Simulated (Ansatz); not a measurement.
# CH3Al2F3: the cost of one run

Program: Ansatz 0.2.0. Level of theory: RHF/def2-SVP. These are calculated values, not measurements.

## 1. The starting structure

Bond lengths: F1–C2 1.334 Å, C2–Al3 1.985 Å, Al3–F4 1.818 Å, Al3–Al5 2.480 Å, Al5–F6 1.827 Å, C2–H7 1.117 Å, C2–H8 1.105 Å, Al5–H9 1.556 Å. Angles: F1–C2–Al3 108.8°, F1–C2–H7 112.7°, F1–C2–H8 109.9°, Al3–C2–H7 108.7°, Al3–C2–H8 108.3°, H7–C2–H8 108.4°, C2–Al3–F4 121.2°, C2–Al3–Al5 119.4°, F4–Al3–Al5 117.5°, Al3–Al5–F6 119.6°, Al3–Al5–H9 121.9°, F6–Al5–H9 118.5°.

As a file:

```xyz
9

F    -1.9005   -1.3566    0.6372
C    -0.6629   -1.1507    1.0913
Al    0.4868   -0.5741   -0.4202
F     1.0639   -1.7599   -1.6723
Al    0.6579    1.8391   -0.9659
F    -0.0688    3.0744    0.1679
H    -0.6218   -0.3704    1.8896
H    -0.2519   -2.0912    1.5004
H     1.3859    2.3431   -2.2451
```

## 2. End point A

input.yaml reads:

```yaml
crystal:
  periodic: [false, false, false]
  atoms:
    - { symbol: F, position_ang: [-1.9005, -1.3566, 0.6372] }
    - { symbol: C, position_ang: [-0.6629, -1.1507, 1.0913] }
    - { symbol: Al, position_ang: [0.4868, -0.5741, -0.4202] }
    - { symbol: F, position_ang: [1.0639, -1.7599, -1.6723] }
    - { symbol: Al, position_ang: [0.6579, 1.8391, -0.9659] }
    - { symbol: F, position_ang: [-0.0688, 3.0744, 0.1679] }
    - { symbol: H, position_ang: [-0.6218, -0.3704, 1.8896] }
    - { symbol: H, position_ang: [-0.2519, -2.0912, 1.5004] }
    - { symbol: H, position_ang: [1.3859, 2.3431, -2.2451] }
basis:
  gaussian: { orbitals: def2-SVP }
hamiltonian:
  xc: hf
relax:
  f_tol: 0.02
  max_steps: 50
output:
  orbitals: {}
```

The run is started by

```console
> ansatz run input.yaml --threads 2 --pin off --max-ram 3072MiB --backend cpu --events-out ev --progress --plain --runs-dir out
```

**Question.** How long does this run take on 2 threads of Intel Xeon 6975P-C (Granite Rapids), shared host, and how much memory does it need?

About 20 s, with a peak of 0.22 GiB.
